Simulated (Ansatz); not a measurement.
# Alloy of GaN and AlN (52 of 64 Ga sites exchanged), 128 atoms

Aim: relax the alloy cell and compare the gap by PBEsol and HSE06.

All numbers are computed with Ansatz 0.2.0 (PAW, plane waves).

## 1. The starting cell

128 atoms (52 Al, 12 Ga, 64 N); a = 12.447 Å, b = 12.447 Å, c = 12.447 Å, α = 60.00°, β = 60.00°, γ = 60.00°. All atoms were shaken off their sites by about 0.02 Å along each axis.

Plan of the steps: (2) PBEsol cell relaxation at the single k point (½, ½, ½), on 1 × NVIDIA GB200 with 8 threads of Arm Neoverse-V2; (3) HSE06 single point at the Γ point alone, on 1 × NVIDIA GB200 with 8 threads of Arm Neoverse-V2.

## 2. Relaxing cell and atoms with PBEsol

The input, in.yaml:

```yaml
crystal:
  lattice:
    - [0.000000, 8.801195, 8.801195]
    - [8.801195, 0.000000, 8.801195]
    - [8.801195, 8.801195, 0.000000]
  atoms:
    - { symbol: Al, position: [0.998596, 0.001612, 0.997404] }
    - { symbol: Al, position: [0.501319, 0.997785, 0.003159] }
    - { symbol: Al, position: [0.998032, 0.499359, 0.998425] }
    - { symbol: Al, position: [0.995338, 0.000937, 0.503109] }
    - { symbol: Al, position: [0.249531, 0.247801, 0.251634] }
    - { symbol: Al, position: [0.500308, 0.498443, 0.001900] }
    - { symbol: Al, position: [0.499548, 0.999874, 0.501235] }
    - { symbol: Al, position: [0.752177, 0.245796, 0.251609] }
    - { symbol: Al, position: [0.252441, 0.751596, 0.249437] }
    - { symbol: Al, position: [0.248736, 0.251785, 0.750384] }
    - { symbol: Al, position: [0.499332, 0.499544, 0.503857] }
    - { symbol: Al, position: [0.749584, 0.750463, 0.247394] }
    - { symbol: Al, position: [0.254230, 0.748548, 0.747890] }
    - { symbol: Al, position: [0.995395, 0.002834, 0.252079] }
    - { symbol: Al, position: [0.247186, 0.250860, 0.002577] }
    - { symbol: Al, position: [0.753625, 0.248465, 0.001625] }
    - { symbol: Al, position: [0.001150, 0.502307, 0.247604] }
    - { symbol: Al, position: [0.249904, 0.749779, 0.000461] }
    - { symbol: Al, position: [0.998720, 0.998264, 0.751308] }
    - { symbol: Al, position: [0.246051, 0.252544, 0.501328] }
    - { symbol: Al, position: [0.502849, 0.499356, 0.247684] }
    - { symbol: Al, position: [0.501217, 0.994293, 0.752014] }
    - { symbol: Al, position: [0.749123, 0.251703, 0.503954] }
    - { symbol: Al, position: [0.000142, 0.500891, 0.750751] }
    - { symbol: Al, position: [0.250580, 0.750749, 0.500431] }
    - { symbol: Al, position: [0.502108, 0.499264, 0.748301] }
    - { symbol: Al, position: [0.004419, 0.249301, 0.998517] }
    - { symbol: Al, position: [0.248341, 0.999523, 0.248996] }
    - { symbol: Al, position: [0.500060, 0.248844, 0.001081] }
    - { symbol: Al, position: [0.748761, 0.001936, 0.249823] }
    - { symbol: Al, position: [0.000657, 0.246335, 0.503756] }
    - { symbol: Al, position: [0.250693, 0.502896, 0.247425] }
    - { symbol: Al, position: [0.250522, 0.000425, 0.748347] }
    - { symbol: Al, position: [0.500282, 0.250514, 0.499511] }
    - { symbol: Al, position: [0.747874, 0.001453, 0.749520] }
    - { symbol: Al, position: [0.001847, 0.745515, 0.505507] }
    - { symbol: Al, position: [0.252248, 0.495658, 0.751881] }
    - { symbol: Al, position: [0.501626, 0.750215, 0.497886] }
    - { symbol: Al, position: [0.750674, 0.502212, 0.748779] }
    - { symbol: Al, position: [0.251426, 0.002803, 0.997882] }
    - { symbol: Al, position: [0.751471, 0.997921, 0.999143] }
    - { symbol: Al, position: [0.998417, 0.249654, 0.251967] }
    - { symbol: Al, position: [0.249888, 0.501612, 0.999280] }
    - { symbol: Al, position: [0.747212, 0.502046, 0.000560] }
    - { symbol: Al, position: [0.752085, 0.002589, 0.501834] }
    - { symbol: Al, position: [0.001333, 0.751341, 0.246324] }
    - { symbol: Al, position: [0.997454, 0.247959, 0.752796] }
    - { symbol: Al, position: [0.251040, 0.501293, 0.497867] }
    - { symbol: Al, position: [0.496860, 0.751992, 0.251663] }
    - { symbol: Al, position: [0.499661, 0.248423, 0.752791] }
    - { symbol: Al, position: [0.999983, 0.749512, 0.751627] }
    - { symbol: Al, position: [0.498254, 0.749520, 0.749303] }
    - { symbol: Ga, position: [0.001059, 0.501039, 0.499818] }
    - { symbol: Ga, position: [0.750668, 0.249058, 0.750812] }
    - { symbol: Ga, position: [0.749891, 0.749784, 0.753143] }
    - { symbol: Ga, position: [0.501359, 0.998662, 0.251577] }
    - { symbol: Ga, position: [0.745905, 0.751281, 0.001967] }
    - { symbol: Ga, position: [0.746810, 0.753076, 0.499419] }
    - { symbol: Ga, position: [0.995837, 0.754007, 0.998884] }
    - { symbol: Ga, position: [0.499639, 0.749981, 0.998809] }
    - { symbol: Ga, position: [0.749600, 0.501338, 0.251157] }
    - { symbol: Ga, position: [0.251540, 0.998443, 0.499983] }
    - { symbol: Ga, position: [0.500802, 0.247174, 0.250864] }
    - { symbol: Ga, position: [0.750718, 0.497141, 0.499250] }
    - { symbol: N, position: [0.064762, 0.063345, 0.057796] }
    - { symbol: N, position: [0.558146, 0.065747, 0.063122] }
    - { symbol: N, position: [0.062164, 0.562586, 0.061787] }
    - { symbol: N, position: [0.062037, 0.063190, 0.561922] }
    - { symbol: N, position: [0.310953, 0.311373, 0.314069] }
    - { symbol: N, position: [0.562438, 0.559796, 0.067017] }
    - { symbol: N, position: [0.561193, 0.059894, 0.562922] }
    - { symbol: N, position: [0.811680, 0.314863, 0.310746] }
    - { symbol: N, position: [0.060443, 0.562204, 0.563278] }
    - { symbol: N, position: [0.313893, 0.809791, 0.313974] }
    - { symbol: N, position: [0.313434, 0.313417, 0.812785] }
    - { symbol: N, position: [0.560507, 0.566552, 0.561178] }
    - { symbol: N, position: [0.811015, 0.811598, 0.314410] }
    - { symbol: N, position: [0.810545, 0.312084, 0.813534] }
    - { symbol: N, position: [0.314123, 0.813265, 0.812040] }
    - { symbol: N, position: [0.813284, 0.813010, 0.810397] }
    - { symbol: N, position: [0.065562, 0.064646, 0.308650] }
    - { symbol: N, position: [0.313274, 0.310580, 0.063982] }
    - { symbol: N, position: [0.559650, 0.060949, 0.315963] }
    - { symbol: N, position: [0.813213, 0.316389, 0.057423] }
    - { symbol: N, position: [0.063552, 0.563405, 0.313381] }
    - { symbol: N, position: [0.310994, 0.810845, 0.065569] }
    - { symbol: N, position: [0.060791, 0.062065, 0.815056] }
    - { symbol: N, position: [0.312212, 0.313581, 0.561943] }
    - { symbol: N, position: [0.561640, 0.564296, 0.312585] }
    - { symbol: N, position: [0.813733, 0.810567, 0.061740] }
    - { symbol: N, position: [0.561248, 0.060845, 0.813065] }
    - { symbol: N, position: [0.810416, 0.311079, 0.566558] }
    - { symbol: N, position: [0.063194, 0.562429, 0.809700] }
    - { symbol: N, position: [0.311106, 0.810744, 0.563284] }
    - { symbol: N, position: [0.565772, 0.557623, 0.814498] }
    - { symbol: N, position: [0.811887, 0.812950, 0.559088] }
    - { symbol: N, position: [0.063375, 0.313864, 0.059406] }
    - { symbol: N, position: [0.313568, 0.060604, 0.312050] }
    - { symbol: N, position: [0.561411, 0.311473, 0.061426] }
    - { symbol: N, position: [0.810758, 0.063708, 0.313232] }
    - { symbol: N, position: [0.063956, 0.809861, 0.063206] }
    - { symbol: N, position: [0.064016, 0.313767, 0.561894] }
    - { symbol: N, position: [0.312508, 0.564956, 0.311686] }
    - { symbol: N, position: [0.563144, 0.809330, 0.064385] }
    - { symbol: N, position: [0.312000, 0.061849, 0.814811] }
    - { symbol: N, position: [0.564625, 0.311008, 0.563134] }
    - { symbol: N, position: [0.810143, 0.561469, 0.314885] }
    - { symbol: N, position: [0.810953, 0.062947, 0.812652] }
    - { symbol: N, position: [0.058546, 0.813332, 0.562180] }
    - { symbol: N, position: [0.310548, 0.561172, 0.814047] }
    - { symbol: N, position: [0.560268, 0.813925, 0.562637] }
    - { symbol: N, position: [0.812314, 0.560689, 0.812565] }
    - { symbol: N, position: [0.311172, 0.060894, 0.060919] }
    - { symbol: N, position: [0.812143, 0.064081, 0.058331] }
    - { symbol: N, position: [0.063115, 0.314061, 0.309736] }
    - { symbol: N, position: [0.314589, 0.562569, 0.063186] }
    - { symbol: N, position: [0.312751, 0.065247, 0.561413] }
    - { symbol: N, position: [0.560603, 0.315193, 0.311147] }
    - { symbol: N, position: [0.815248, 0.562825, 0.063201] }
    - { symbol: N, position: [0.814168, 0.065736, 0.558545] }
    - { symbol: N, position: [0.060939, 0.812664, 0.313065] }
    - { symbol: N, position: [0.064137, 0.307716, 0.817611] }
    - { symbol: N, position: [0.313680, 0.559834, 0.563321] }
    - { symbol: N, position: [0.563677, 0.811335, 0.311090] }
    - { symbol: N, position: [0.564689, 0.314070, 0.811734] }
    - { symbol: N, position: [0.814314, 0.563337, 0.562754] }
    - { symbol: N, position: [0.062803, 0.813465, 0.812466] }
    - { symbol: N, position: [0.558419, 0.816018, 0.812295] }
kpoints:
  mp_grid: { grid: [1, 1, 1], shift: [0.5, 0.5, 0.5] }
hamiltonian:
  xc: pbesol
scf:
  occupations: { method: fermi_dirac, width: 0.01 }
relax:
  f_tol: 0.03
  max_steps: 80
  escape_saddle: false
  adjacent_minimum: "off"
  cell: { fix: [shape] }
output:
  forces: true
  eigenvalues: true
  populations: true
```

Run with:

```
$ ansatz run in.yaml --threads 8 --pin off --max-ram 118750MiB --runs-dir r --events-out ev --progress --plain --backend cuda --devices 0, --max-vram 170GiB
```

The runs that follow: HSE06 single point.

Q: Predict the outcome of this session. Wanted: for each run, top filled to lowest empty.

As calculated:

```
             level        time   k points  top filled to lowest empty (eV)
PBEsol, relaxation   6 s (GPU)  (½, ½, ½)                             4.01
             HSE06  28 s (GPU)          Γ                             4.47
```

| quantity | value |
| --- | --- |
| relaxation | 5 recorded steps, 2.65 eV gained |
| largest shift | 0.08 Å (N107 and others alike) |
| relaxed cell | a = 12.445 Å, b = 12.445 Å, c = 12.445 Å, α = 60.00°, β = 60.00°, γ = 60.00° |
| mean bonds | Al–N 1.896, Ga–N 1.946 Å |

**What this shows.** The relaxation lowers the energy by 2.65 eV; the largest shift is 0.08 Å (N107 and others alike), while the volume changes by -0.0 %. The mean lengths of the listed bonds run from Al–N 1.90 Å to Ga–N 1.95 Å. Rows on different k points differ by sampling as well as by level. With one k point the spacing samples only the states that fold onto it, so it can exceed the gap over the zone.
